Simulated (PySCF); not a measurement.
# CH4OYb (Yb(MeOH)3+): the cost of one run

Method: PBE0, Yb lcecp-1-SVP with ECP59, O def2-SVP, H def2-SVP, C def2-SVP; scalar-relativistic core potentials, no spin–orbit coupling; program: PySCF 2.14.0.

3 further runs of the same task are left out: 2 for a known fault of the program, 1 that didn't finish.

## Step 1: Where the work starts

7 atoms, charge 3, spin multiplicity 1.

Bond lengths: Yb1–O2 2.397 Å, O2–H3 0.971 Å, O2–C4 1.430 Å, C4–H5 1.090 Å, C4–H6 1.090 Å, C4–H7 1.090 Å. Angles: Yb1–O2–H3 124.5°, Yb1–O2–C4 126.5°, H3–O2–C4 109.0°, O2–C4–H5 109.3°, O2–C4–H6 109.9°, O2–C4–H7 109.3°, H5–C4–H6 109.5°, H5–C4–H7 109.5°, H6–C4–H7 109.5°.

As a file:

```xyz
7

Yb    0.00000    0.00000    0.00000
O     0.00000    0.00000    2.39750
H    -0.80000    0.00000    2.94750
C     1.15000    0.00000    3.24750
H     1.13230   -0.89000    3.87650
H     2.05720    0.00000    2.64330
H     1.13230    0.89000    3.87650
```

Formal oxidation states: Yb +3. Each metal's 13 4f electrons lie in its core potential, so multiplicities, spins and levels count the valence alone.

## Step 2: SCF at the start, singlet

File run.py (the lines that set the calculation):

```python
mol = gto.M(atom='''
Yb     0.00000     0.00000     0.00000
O      0.00000     0.00000     2.39750
H     -0.80000     0.00000     2.94750
C      1.15000     0.00000     3.24750
H      1.13230    -0.89000     3.87650
H      2.05720     0.00000     2.64330
H      1.13230     0.89000     3.87650''',
    basis={'Yb': 'lcecp-1-SVP', 'O': 'def2-SVP', 'H': 'def2-SVP', 'C': 'def2-SVP'},
    ecp={'Yb': 'lcecp-1-SVP'},
    charge=3, spin=0)
mf = dft.RKS(mol, xc='PBE0')
mf.grids.atom_grid = (50, 194)  # f atoms: unpruned, at least (60, 302)
mf = mf.density_fit()  # fitting sets: Yb AutoAux, O def2-universal-JKFIT, H def2-universal-JKFIT, C def2-universal-JKFIT
mf.conv_tol = 1e-08; mf.max_cycle = 55
mf.kernel(dm0)  # dm0: free metal ions and neutral atoms
```

Command:

```
OMP_NUM_THREADS=2 python run.py
```

Q: Estimate wall time and peak memory on 2 threads of Intel Xeon 6975P-C (Granite Rapids), shared host.

About 2.3 s, with a peak of 0.48 GiB.
